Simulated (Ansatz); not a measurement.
**SiGeHF (singlet): from Hartree-Fock to the top rungs at distance Ge2–Si3 = 4.221 Å, cc-pVDZ**

An exercise on one series of results from a longer session: the logs are not shown, and one member is left open.

Computed with Ansatz 0.2.0, Gaussian basis. Level: cc-pVDZ, core rule «outside noble gas», up to 20 orbitals frozen.

To be run: UHF; CCSD(T) on RHF; BCCD(T) on RHF; CISD; CCSDT(Q) on RHF; CASSCF and MRCISD+Q, 2 electrons in 2 orbitals; CASSCF and NEVPT2, 2 electrons in 2 orbitals; CASSCF and MRCISD+Q, 8 electrons in 8 orbitals; CASSCF and NEVPT2, 8 electrons in 8 orbitals.

50 further runs of the same task are left out: 2 for a mislabelled method, 1 for a known fault of the program, 44 that didn't finish, 3 set aside as unsound or not needed.

### What is computed

The geometry derives from a PBE0/def2-TZVP stationary point (not a proven minimum). One bond is set to the value named and the two fragments are kept rigid. No spin-orbit coupling is included. The filled d shell of Ge may be among the frozen orbitals whatever the setting's name suggests; the logs give the count.

4 atoms, charge 0, spin multiplicity 1.

Atoms are counted from 1 here; the program's logs count them from 0.

Bond lengths: F1–Si3 1.604 Å, Si3–H4 1.490 Å. Angles: F1–Si3–H4 107.5°.

As a file:

```xyz
4
charge 0, multiplicity 1
F     0.0000   -0.3071   -3.5071
Ge    0.0000   -0.2278    1.8367
Si    0.0000    0.7216   -2.2761
H     0.0000    2.0997   -2.8432
```

The first run:

Input file in.yaml:

```yaml
crystal:
  periodic: [false, false, false]
  atoms:
    - {symbol: F, position_ang: [0.000000, -0.307116, -3.507093]}
    - {symbol: Ge, position_ang: [0.000000, -0.227815, 1.836735]}
    - {symbol: Si, position_ang: [0.000000, 0.721610, -2.276102]}
    - {symbol: H, position_ang: [0.000000, 2.099713, -2.843233]}
basis:
  gaussian: {orbitals: cc-pVDZ}
magnetization: {spin_polarized: true, initial_magnetization: 0}
hamiltonian: {xc: hf}
output: {orbitals: {seedname: orbitals}}
```

Command:

```console
> ansatz run in.yaml --threads 1 --pin off --events-out ev --progress --plain --max-ram 2393MiB
```

Among the steps run: UHF; CCSD(T) on RHF; BCCD(T) on RHF; CISD; CCSDT(Q) on RHF; CASSCF and MRCISD+Q, 2 electrons in 2 orbitals; CASSCF and NEVPT2, 2 electrons in 2 orbitals; CASSCF and MRCISD+Q, 8 electrons in 8 orbitals; CASSCF and NEVPT2, 8 electrons in 8 orbitals.

One of the session's tables, all rows but one given; the rest of the session is left out.

```
       method  from RCCSDT(Q) (kcal/mol)
          RHF                    +238.30
         RMP2                     +37.40
         CISD                     +38.05
        RCCSD                      +8.09
     RCCSD(T)                      +2.85
      BCCD(T)                      +2.76
       RCCSDT                      +0.63
    RCCSDT(Q)                          0
  CASSCF pair                    +226.48
  NEVPT2 pair                          ?
  MRCISD pair                     +28.81
MRCISD+Q pair                      +4.99
```

Estimate the missing values for NEVPT2 pair.

As computed: from RCCSDT(Q) (kcal/mol): +26.37. In the column «from RCCSDT(Q) (kcal/mol)» it lies between RCCSD (+8.09) and MRCISD pair (+28.81).

Not comparable, so not listed: CASSCF and NEVPT2, 8 electrons in 8 orbitals (they don't share determinant, frozen orbitals or solution with the rows shown, or repeat one).

To keep in mind: The report flags that the cluster equations may have other roots. Left out of the table: CASSCF frontier, MRCISD frontier, MRCISD+Q frontier (the active space lost an orbital or holds another state than full CI finds). The program flags RCCSDT(Q) as in doubt, so the zero of the table is itself unsure. Warnings in the runs' records: passed over end.
